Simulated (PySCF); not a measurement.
# NiCl: from the state search to spectroscopic constants

The task here is to estimate one member of a computed series from the others.

Method: Ni def2-TZVPPD, Cl def2-TZVPPD, no relativity; program: PySCF 2.14.0.

The first run:

Settings of the job:

* atoms: Ni, Cl
* charge: 0
* basis: Ni def2-TZVPPD, Cl def2-TZVPPD
* Hamiltonian: no relativity
* basis functions: 118
* electrons treated: 45
* masses in u: 57.9353, 34.9689
* levels: PBE0, PBE, r²SCAN, B97-3, LDA, M06-2X, B3LYP, B2PLYP, LC-ωPBE, HF, MP2, SCS-MP2
* grid: 80 radial by 434 angular points
* occupations: held fixed by the projection of orbital angular momentum
* dissociation limit: Ni + Cl, each in its ground configuration
* starting distance in angstrom: 2.025
* values of 2S to try: 1, 3, 5

On the command line:

```
$ OMP_NUM_THREADS=2 python dia.py task.json out
```

Steps of the session up to this table: Set-up; First curve: PBE0; Other states along the same grid; PBE; r²SCAN; B97-3 (global hybrid GGA); LDA (local density); M06-2X; B3LYP; B2PLYP; LC-ωPBE (range-separated hybrid); UHF (mean field).

One of the session's tables, all rows but one given; the rest of the session is left out.

It belongs to the step «The curves together». Energy (eV) from each level's lowest point:

```
R (Å)    UHF  UHF-MP2  UHF-SCS-MP2    LDA    PBE
1.802  1.505    0.750        0.894  0.409  0.636
1.885      ?        ?            ?      ?      ?
1.969  0.389    0.076        0.127  0.000  0.046
2.032  0.187    0.006        0.030  0.011  0.000
2.095  0.065    0.000        0.000  0.076  0.014
2.158  0.005    0.043        0.022  0.182  0.072
2.242  0.000    0.155        0.109  0.365  0.199
2.346  0.077    0.353        0.283  0.634  0.408
2.472  0.249    0.640        0.546  0.982  0.695
2.640  0.547    1.055        0.936  1.445  1.095
```

Q: Estimate the row for R (Å) = 1.885 from the others.

Worked estimate for «UHF». A straight line through the neighbours (1.802, 1.505) and (1.969, 0.389) gives 1.505 + (0.389 − 1.505) × (1.885 − 1.802) / (1.969 − 1.802) = 0.950; a parabola fitted to 3 rows on both sides gives 0.845.

As computed: UHF: 0.822; UHF-MP2: 0.304; UHF-SCS-MP2: 0.398; LDA: 0.106; PBE: 0.237. In «UHF» the line misses by +0.128 and the parabola by +0.023.

To keep in mind: The state is the lowest single determinant that the PBE0 search found; with open d or f shells the true ground state can be another one. At some levels the lowest empty orbital lies below the highest filled one (the two can be of opposite spin).
